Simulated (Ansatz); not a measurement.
# Mo (bcc type): the cost of one run

Computed with Ansatz 0.2.0 (DFT, LDA, PAW with Ansatz's default frozen-core files, scalar-relativistic, unless a step's input says otherwise).

**1. The structure to begin with**

It takes space group Im-3m (No. 229, cubic). Conventional cell: a = 3.147 Å, b = 3.147 Å, c = 3.147 Å, α = 90.00°, β = 90.00°, γ = 90.00°. Around Mo (site symmetry m-3m) lie 8 Mo at 2.73 Å.

As a file:

```xyz
1
Lattice="-1.5734 1.5734 1.5734 1.5734 -1.5734 1.5734 1.5734 1.5734 -1.5734" Properties=species:S:1:pos:R:3 pbc="T T T"
Mo    0.0000    0.0000    0.0000
```

**2. Bulk cell relaxed, PAW**

input.yaml reads:

```yaml
crystal:
  lattice:
    - [-1.5733879534, 1.5733879534, 1.5733879534]
    - [1.5733879534, -1.5733879534, 1.5733879534]
    - [1.5733879534, 1.5733879534, -1.5733879534]
  atoms:
    - { symbol: Mo, position: [0.0, 0.0, 0.0] }
kpoints:
  mp_grid: { grid: [19, 19, 19] }
scf:
  occupations: { method: fermi_dirac, width: 0.08 }
hamiltonian:
  xc: lda
  pseudopotentials: { kind: paw }
output:
  forces: true
  stress: true
relax:
  f_tol: 0.005
  max_steps: 40
  cell: {}
```

On the command line:

```console
$ ansatz run input.yaml --threads 2 --pin off --max-ram 4096MiB --backend cpu --events-out ev --progress --plain --runs-dir out
```

What time and memory should one allow on 2 threads of Intel Xeon Platinum 8375C at 2.90GHz (Ice Lake), shared host?

About 4.4 s, with a peak of 0.37 GiB.
